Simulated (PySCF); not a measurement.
# TaO₂: doublet, from a linear start

Where does doublet TaO₂ go from a linear start, is the end point a minimum, and what are its modes, charges and moments?

Computed with PySCF 2.14.0. Level: B3LYP, basis Ta def2-TZVP with ECP60, O def2-TZVP, scalar-relativistic core potentials, no spin–orbit coupling, density fitting.

### Step 1. The system as given

3 atoms, charge 0, spin multiplicity 2.

Bond lengths: Ta1–O2 1.830 Å, Ta1–O3 1.830 Å. Angles: O2–Ta1–O3 180.0°.

Coordinates in bohr (charge 0 multiplicity 2):
```
Ta    0.0000    0.0000    0.0000
O     0.0000    0.0000    3.4582
O     0.0000    0.0000   -3.4582
```

### Step 2. First SCF at the start

The steps below are one call of a driver around PySCF. For each, scf.py gives the equivalent set-up of the SCF; relaxations use the driver's own optimiser. After this first run the driver tries any further starts and a stability analysis.

scf.py

```python
from pyscf import gto, scf, dft
mol = gto.M(atom='''
Ta     0.000000     0.000000     0.000000
O      0.000000     0.000000     1.830000
O      0.000000     0.000000    -1.830000''',
    basis={'Ta': 'def2-TZVP', 'O': 'def2-TZVP'},
    ecp={'Ta': 'def2-TZVP'},
    charge=0, spin=1)
mf = dft.UKS(mol, xc='B3LYP')
mf.grids.atom_grid = (50, 194)
aux = {'Ta': 'def2-universal-JKFIT', 'O': 'def2-universal-JKFIT'}
mf = mf.density_fit(auxbasis=aux)
mf.conv_tol = 1e-08
mf.diis_space = 10
mf.max_cycle = 60
mf.init_guess = 'minao'
mf.verbose = 4
mf.kernel()
```

Launch:

```sh
> OMP_NUM_THREADS=4 python axn.py task.json out
```

The log of the run:

```text
init E= -188.430511969454
[... the frontier-level lines of each cycle are left out ...]
cycle= 1 E= -207.064653827369  delta_E= -18.6  |g|= 1.04  |ddm|= 4.76
cycle= 2 E= -197.980268215823  delta_E= 9.08  |g|= 3.74  |ddm|= 2.62
cycle= 3 E= -207.363275977721  delta_E= -9.38  |g|= 0.433  |ddm|= 2.66
cycle= 4 E= -207.47026680986  delta_E= -0.107  |g|= 0.155  |ddm|= 0.746
cycle= 5 E= -207.480221139843  delta_E= -0.00995  |g|= 0.00705  |ddm|= 0.146
cycle= 6 E= -207.480246701785  delta_E= -2.56e-05  |g|= 0.0034  |ddm|= 0.016
cycle= 7 E= -207.480254016683  delta_E= -7.31e-06  |g|= 0.000933  |ddm|= 0.00292
cycle= 8 E= -207.480256573256  delta_E= -2.56e-06  |g|= 0.000307  |ddm|= 0.00296
cycle= 9 E= -207.480256934367  delta_E= -3.61e-07  |g|= 0.000255  |ddm|= 0.00155
cycle= 10 E= -207.480257004958  delta_E= -7.06e-08  |g|= 4.95e-05  |ddm|= 0.000759
cycle= 11 E= -207.480257033387  delta_E= -2.84e-08  |g|= 4.56e-05  |ddm|= 0.000542
cycle= 12 E= -207.480257210927  delta_E= -1.78e-07  |g|= 1.52e-05  |ddm|= 0.00571
cycle= 13 E= -207.48025722098  delta_E= -1.01e-08  |g|= 8.57e-07  |ddm|= 0.00172
cycle= 14 E= -207.480257220981  delta_E= -3.98e-13  |g|= 1.27e-06  |ddm|= 1.65e-05
Extra cycle  E= -207.480257220972  delta_E= 8.75e-12  |g|= 4.85e-06  |ddm|= 3.09e-06
converged SCF energy = -207.480257220972  <S^2> = 0.75382771  2S+1 = 2.0038241
```

This step, with its further starts and checks, ran for 10 s (4 threads of Arm Neoverse N1, shared host).

Energies from each starting density:

| start | energy (Eh) |
| --- | --- |
| the minimal-basis guess | -207.480257 |
| a thermally smeared density | -207.480257 |
| a smeared PBE density | -207.480257 |

No lower solution of this spin turned up from the other starts or in the test of internal stability.

### Step 3. Relaxing the doublet from the linear start

The program finds D∞h symmetry in the start, which this walk keeps.

scf.py: that of step 2 with these lines changed.

```diff
@@ -16 +15,0 @@
-mf.init_guess = 'minao'
```

Energy and gradient, step by step:

| step | energy (Eh) | change (kJ/mol) | largest symmetric gradient (Eh/bohr) |
| --- | --- | --- | --- |
| 0 | -207.480257 | 0.00 | 0.01765 |
| 1 | -207.480776 | -1.36 | 0.00750 |
| 2 | -207.480879 | -1.63 | 0.00035 |
| 3 | -207.480879 | -1.63 | 0.00000 |

The walk took 8.1 s.

Positions (Å) and forces (eV/Å) along the way:

```
step 0
Ta   0.000   0.000   0.000   0.000   0.000   0.001
O    0.000   0.000   1.830   0.000   0.000  -0.908
O    0.000   0.000  -1.830   0.000   0.000   0.907
step 1
Ta   0.000   0.000   0.000   0.000   0.000   0.000
O    0.000   0.000   1.804   0.000   0.000   0.386
O    0.000   0.000  -1.804   0.000   0.000  -0.386
step 2
Ta   0.000   0.000   0.000   0.000   0.000   0.001
O    0.000   0.000   1.812   0.000   0.000  -0.019
O    0.000   0.000  -1.812   0.000   0.000   0.017
step 3
Ta   0.000   0.000   0.000   0.000   0.000  -0.002
O    0.000   0.000   1.812   0.000   0.000   0.001
O    0.000   0.000  -1.812   0.000   0.000   0.001
```

It settles in D∞h symmetry, 1.6 kJ/mol below the start, after 3 steps: Ta–O 1.812 Å (×2); O–Ta–O 180.0°.

### Step 4. Hessian and properties

The point is checked on the finer grid, and tightened if its gradient asks for it. The Hessian and the dipole derivatives come from central differences of analytic gradients, with steps of 0.02 bohr.

scf.py: that of step 3 with these lines changed.

```diff
@@ -4,2 +4,2 @@
-O      0.000000     0.000000     1.830000
-O      0.000000     0.000000    -1.830000''',
+O      0.000000     0.000000     1.811643
+O     -0.000000    -0.000000    -1.811643''',
@@ -10 +10 @@
-mf.grids.atom_grid = (50, 194)
+mf.grids.atom_grid = (75, 302)
@@ -13 +13 @@
-mf.conv_tol = 1e-08
+mf.conv_tol = 1e-10
```

The driver hands on the density of the step before, so the log starts near convergence.

SCF at the final geometry:

```text
init E= -207.480804532362
[... the frontier-level lines of each cycle are left out ...]
cycle= 1 E= -207.480804532337  delta_E= 2.4e-11  |g|= 8.22e-06  |ddm|= 6.61e-06
Extra cycle  E= -207.480804532131  delta_E= 2.06e-10  |g|= 2.44e-05  |ddm|= 1.75e-05
converged SCF energy = -207.480804532131  <S^2> = 0.75355789  2S+1 = 2.0035547
```

The whole step took 23 s.

Geometry: D∞h; Ta–O 1.812 Å (×2); O–Ta–O 180.0°.

Modes, for the most abundant isotopes:

| symmetry | ω (cm⁻¹) | IR (km/mol) | μ (u) |
| --- | --- | --- | --- |
| πu | 403i | 220 | 18.53 |
| σu+ | 786 | 585 | 18.53 |
| σg+ | 938 | 0.0 | 15.99 |

2 modes are imaginary, the largest at 403i cm⁻¹: a saddle point, not a minimum.

Constants and moments:

```
Dipole moment                                                   : 0.00 D
Highest occupied level                                          : -7.27 eV
Lowest empty level                                              : -5.61 eV
Rotational constants                                            : 0.1606 cm⁻¹
Zero-point energy (real modes)                                  : 10.3 kJ/mol
Principal polarisabilities                                      : 46.7, 46.7, 62.7 bohr³
Atomisation energy without zero-point energy                    : 1118 kJ/mol
Principal traceless quadrupole moments about the centre of mass : -22.67, 11.34, 11.34 D Å
Spin squared ⟨S²⟩                                               : 0.754
```

Charges (e) and bond orders:

```
atom  Mulliken  Löwdin  polar tensor  spin (Mulliken)  Mayer order to Ta1
 Ta1      1.15    0.91          2.51             1.07                   –
O2,3     -0.57   -0.45         -1.26            -0.04                2.01
```

Outer orbital energies (eV). α occupied: -23.06, -10.61, -10.11, -10.11, -8.17, -8.17, -7.59, -7.30; empty: -5.61, -5.61, -1.02, -1.02. β occupied: -24.95, -23.11, -10.52, -10.07, -10.07, -8.24, -8.24, -7.27; empty: -5.25, -4.95, -4.95, -0.90.

Mulliken populations on Ta1 (outside its core potential): s 2.80, p 6.49, d 2.40, f 0.17.

### Step 5. Downhill along the imaginary mode

The start is the last point, displaced along its most imaginary mode.

The program finds C2v symmetry in the start, which this walk keeps. The walk stops when the largest gradient is under 0.0003 Eh/bohr and the energy has settled too.

scf.py: that of step 4 with these lines changed.

```diff
@@ -3,3 +3,3 @@
-Ta     0.000000     0.000000     0.000000
-O      0.000000     0.000000     1.811643
-O     -0.000000    -0.000000    -1.811643''',
+Ta     0.000000     0.021215    -0.000000
+O     -0.000000    -0.120000     1.811643
+O     -0.000000    -0.120000    -1.811643''',
@@ -10 +10 @@
-mf.grids.atom_grid = (75, 302)
+mf.grids.atom_grid = (50, 194)
@@ -13 +13 @@
-mf.conv_tol = 1e-10
+mf.conv_tol = 1e-08
```

The optimiser's trace:

| step | energy (Eh) | change (kJ/mol) | largest symmetric gradient (Eh/bohr) |
| --- | --- | --- | --- |
| 0 | -207.486340 | 0.00 | 0.03810 |
| 1 | -207.507768 | -56.26 | 0.05925 |
| 2 | -207.539947 | -140.74 | 0.06639 |
| 3 | -207.564951 | -206.39 | 0.09423 |
| 4 | -207.589216 | -270.10 | 0.03105 |
| 5 | -207.594231 | -283.27 | 0.00955 |
| 6 | -207.594320 | -283.50 | 0.00406 |
| 7 | -207.594335 | -283.54 | 0.00013 |
| 8 | -207.594336 | -283.54 | 0.00002 |

The walk took 21 s.

After 8 steps and 283.5 kJ/mol it ends at C2v: Ta–O 1.731 Å (×2); O–Ta–O 105.8°.

### Step 6. Frequencies

As before: finer grid, then central differences.

scf.py: that of step 5 with these lines changed.

```diff
@@ -3,3 +3,3 @@
-Ta     0.000000     0.021215    -0.000000
-O     -0.000000    -0.120000     1.811643
-O     -0.000000    -0.120000    -1.811643''',
+Ta     0.000000     0.156423    -0.000000
+O     -0.000000    -0.887481     1.381416
+O     -0.000000    -0.887481    -1.381416''',
@@ -10 +10 @@
-mf.grids.atom_grid = (50, 194)
+mf.grids.atom_grid = (75, 302)
@@ -13 +13 @@
-mf.conv_tol = 1e-08
+mf.conv_tol = 1e-10
```

SCF at the final geometry:

```text
init E= -207.594394963292
[... the frontier-level lines of each cycle are left out ...]
cycle= 1 E= -207.594394963213  delta_E= 7.82e-11  |g|= 1.48e-05  |ddm|= 8.7e-06
cycle= 2 E= -207.594394962331  delta_E= 8.82e-10  |g|= 4.99e-05  |ddm|= 2.92e-05
cycle= 3 E= -207.594394963299  delta_E= -9.69e-10  |g|= 3.25e-07  |ddm|= 2.25e-05
cycle= 4 E= -207.594394963299  delta_E= 3.98e-13  |g|= 2.37e-07  |ddm|= 2.79e-07
Extra cycle  E= -207.594394963299  delta_E= -2.27e-13  |g|= 8.23e-07  |ddm|= 5.46e-07
converged SCF energy = -207.594394963299  <S^2> = 0.75576834  2S+1 = 2.00576
```

The whole step ran for 34 s (4 threads of Arm Neoverse N1, shared host).

Geometry: C2v; Ta–O 1.731 Å (×2); O–Ta–O 105.8°.

Modes, for the most abundant isotopes:

| symmetry | ω (cm⁻¹) | IR (km/mol) | μ (u) | type |
| --- | --- | --- | --- | --- |
| a1 | 338 | 6.0 | 17.29 | bend |
| b2 | 937 | 188 | 17.62 | stretch |
| a1 | 1002 | 61.7 | 17.06 | stretch |

No imaginary mode, so this is a minimum.

Properties at this point:

```yaml
Dipole_moment: 5.49 D
Highest_occupied_level: -6.50 eV
Lowest_empty_level: -3.98 eV
Rotational_constants: 0.5691, 0.2761, 0.1859 cm⁻¹
Zero-point_energy: 13.6 kJ/mol
Principal_polarisabilities: 52.8, 56.2, 62.7 bohr³
Atomisation_energy_without_zero-point_energy: 1416 kJ/mol
Principal_traceless_quadrupole_moments_about_the_centre_of_mass: -7.76, 1.92, 5.84 D Å
Entropy_at_298.15_K_and_1_bar_electronic_part_spin_only: 280.2 J/(mol K)
Heat_capacity_Cp_at_298.15_K: 43.4 J/(mol K)
Enthalpy_at_298.15_K_above_0_K: 11.12 kJ/mol
Rotational_symmetry_number: 2
Spin_squared_⟨S²⟩: 0.756
```

Populations by atom (charges in e):

```csv
atom,Mulliken,Löwdin,polar tensor,spin (Mulliken),Mayer order to Ta1
Ta1,1.00,0.61,1.50,1.14,–
"O2,3",-0.50,-0.31,-0.75,-0.07,2.16
```

Outer orbital energies (eV). α occupied: -23.90, -10.43, -10.09, -9.65, -9.26, -9.23, -7.94, -6.50; empty: -3.22, -3.01, -0.95, -0.71. β occupied: -24.36, -23.97, -10.41, -10.12, -9.68, -9.30, -9.25, -7.99; empty: -3.98, -2.51, -2.37, -0.67.

Mulliken populations on Ta1 (outside its core potential): s 2.78, p 6.23, d 2.88, f 0.11.

### Step 7. The points found, side by side

| spin | group | bonds | imaginary modes (cm⁻¹) | ΔE (kJ/mol) | with zero-point energy |
| --- | --- | --- | --- | --- | --- |
| doublet | C2v | Ta–O 1.731 Å (×2) | none | 0.0 | 0.0 |
| doublet | D∞h | Ta–O 1.812 Å (×2) | 403i, 403i | 298.2 | – |

### Step 8. What came out

```
                                          quantity                             value
                                           minimum                      doublet, C2v
                                          geometry  Ta–O 1.731 Å (×2); O–Ta–O 105.8°
                                wavenumbers (cm⁻¹)     338 (a1), 937 (b2), 1002 (a1)
                                     dipole moment                            5.49 D
highest occupied, lowest empty level (either spin)                   -6.50, -3.98 eV
                        polar-tensor charge of Ta1                           +1.50 e
                                 zero-point energy                       13.6 kJ/mol
                               entropy at 298.15 K                   280.2 J/(mol K)
         atomisation energy (no zero-point energy)                       1416 kJ/mol
                                              ⟨S²⟩                             0.756
```

What this shows: The linear start (D∞h) ends in a minimum of C2v symmetry, after a stop at a second-order saddle point 298.2 kJ/mol higher, from which it was pushed off along an imaginary mode. In the infrared the band at 937 cm⁻¹ (b2, stretch) leads. With 5.5 D the molecule is strongly polar. Most of the spin sits on Ta1 (Mulliken spin 1.14, against 1 for the whole molecule). Only this shape and spin were tried, so other structures or states may lie lower. One determinant may miss the lowest occupation of an open d or f shell. Spin–orbit coupling, left out here, can matter for elements this heavy.

The search up to here took 96 s.
